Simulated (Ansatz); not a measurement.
**VMo: response to uniaxial strain along a**

How does VMo answer uniaxial strain along a between -3 and +3 %? At each strain the lengths of b and c and the atoms relax, the angles are held, within the symmetry that is left.

Method: DFT PBEsol, scalar-relativistic, plane waves, PAW, in Ansatz 0.2.0.

## (1) The starting structure

Symmetry: Cmmm, No. 65, orthorhombic system. The conventional cell has a = 3.075 Å, b = 4.448 Å, c = 4.229 Å, α = 90.00°, β = 90.00°, γ = 90.00°. V (site symmetry mmm) has 4 Mo at 2.61 Å and 4 V at 2.70 Å as nearest neighbours. Mo (site symmetry mmm) is surrounded by 4 V at 2.61 Å and 4 Mo at 2.70 Å.

Coordinates:

```xyz
2
Lattice="1.5373 -2.2240 0.0000 1.5373 2.2240 0.0000 0.0000 0.0000 4.2290" Properties=species:S:1:pos:R:3 pbc="T T T"
V     1.5373    0.0000    2.1145
Mo    0.0000    0.0000    0.0000
```

The structure comes from the Materials Project (structure only).

(A quick probe on a coarse mesh, which set the mesh and smearing, is not shown.)

## (3) The relaxation

File input.yaml:

```yaml
crystal:
  lattice:
    - [1.53727779, -2.2240280561, 0.0]
    - [1.53727779, 2.2240280561, 0.0]
    - [0.0, 0.0, 4.2290126323]
  atoms:
    - { symbol: V, position: [0.5, 0.5, 0.5] }
    - { symbol: Mo, position: [0.0, 0.0, 0.0] }
basis:
  ecutwfc: 420
kpoints:
  mp_grid: { grid: [16, 16, 10] }
hamiltonian:
  xc: pbesol
scf:
  occupations: { method: gaussian, width: 0.1 }
output:
  forces: true
  stress: true
  eigenvalues: true
relax:
  adjacent_minimum: "off"
  f_tol: 0.005
  max_steps: 80
  cell: { stress_tol: 0.05 }
```

Launch:

```sh
> ansatz run input.yaml --threads 1 --pin off --max-ram 1331MiB --backend cpu --events-out ev --progress --plain --runs-dir out
```

The session goes on with these runs: the cell strained by -1.0 %; the cell strained by +1.0 %; strain -2.0 %; At +2.0 %; the cell strained by -3.0 %; strain +3.0 %.

**Question.** What will these runs give? Wanted: relaxed cell; volume; formation energy; (1/V) d²E/dε² at zero strain, cubic fit; strain of the free axis b per applied strain.

As calculated:

| quantity | value |
| --- | --- |
| relaxed cell (conventional) | a = 3.052 Å, b = 4.389 Å, c = 4.211 Å, α = 90.00°, β = 90.00°, γ = 90.00° |
| space group (0.01 Å) | Cmmm (No. 65) |
| volume | 14.10 Å³/atom |
| formation energy (elements from runs with the same settings, not shown) | -0.10 eV/atom |
| largest energy cost | 13.4 meV/atom at -3.0 % |
| (1/V) d²E/dε² at zero strain, cubic fit | 323 GPa |
| strain of the free axis b per applied strain | -0.30 |

**Reading.** Relaxation lowered the volume by 2.5 %. The curvature of the energy, 323 GPa, is Young's modulus along a, angles held. Compression by 3 % costs 13.4 meV/atom and stretching 12.1. On this cell's mesh the unstrained reference holds a stress of up to 0.16 GPa. The free axis b moves against the applied strain (factor -0.30).
